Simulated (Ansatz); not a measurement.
# MgZn4: the cost of one run

Method: DFT PBE, scalar-relativistic, plane waves, PAW, in Ansatz 0.2.0.

### 1 The system as given

It takes space group Pm-3m (No. 221, cubic). Conventional cell: a = 4.251 Å, b = 4.251 Å, c = 4.251 Å, α = 90.00°, β = 90.00°, γ = 90.00°. Mg (site symmetry m-3m) has 6 Zn at 2.13 Å as nearest neighbours. Around Zn (site symmetry m-3m) lie 12 Zn at 3.01 Å. Zn (site symmetry 4/mmm) has 2 Mg at 2.13 Å as nearest neighbours.

Structure file:

```
CELL_PARAMETERS angstrom
4.25124 0.00000 0.00000
0.00000 4.25124 0.00000
0.00000 0.00000 4.25124
ATOMIC_POSITIONS crystal
Mg 0.50000 0.50000 0.50000
Zn 0.00000 0.00000 0.00000
Zn 0.50000 0.50000 0.00000
Zn 0.50000 0.00000 0.50000
Zn 0.00000 0.50000 0.50000
```

A structure generator made this guess: species swapped into a database cell of Ni4N (Pm-3m, No. 221), with Zn on the Ni sites and Mg on the N sites. The dimensions are guesses.

### 2 Probe: one point on a coarse mesh

Contents of input.yaml:

```yaml
crystal:
  lattice:
    - [4.25124402, 0.0, 0.0]
    - [0.0, 4.25124402, 0.0]
    - [0.0, 0.0, 4.25124402]
  atoms:
    - { symbol: Mg, position: [0.5, 0.5, 0.5] }
    - { symbol: Zn, position: [0.0, 0.0, 0.0] }
    - { symbol: Zn, position: [0.5, 0.5, 0.0] }
    - { symbol: Zn, position: [0.5, 0.0, 0.5] }
    - { symbol: Zn, position: [0.0, 0.5, 0.5] }
basis:
  ecutwfc: 420
kpoints:
  mp_grid: { grid: [4, 4, 4] }
hamiltonian:
  xc: pbe
scf:
  occupations: { method: gaussian, width: 0.1 }
  lower_state_search: "off"
output:
  forces: true
  stress: true
  eigenvalues: true
```

The run is started by

```console
> ansatz run input.yaml --threads 1 --pin off --max-ram 2048MiB --backend cpu --events-out ev --progress --plain --runs-dir out
```

What time and memory should one allow on 1 thread of AMD EPYC 7R43 (Zen 3), shared host?

About 2.1 s, with a peak of 0.39 GiB.
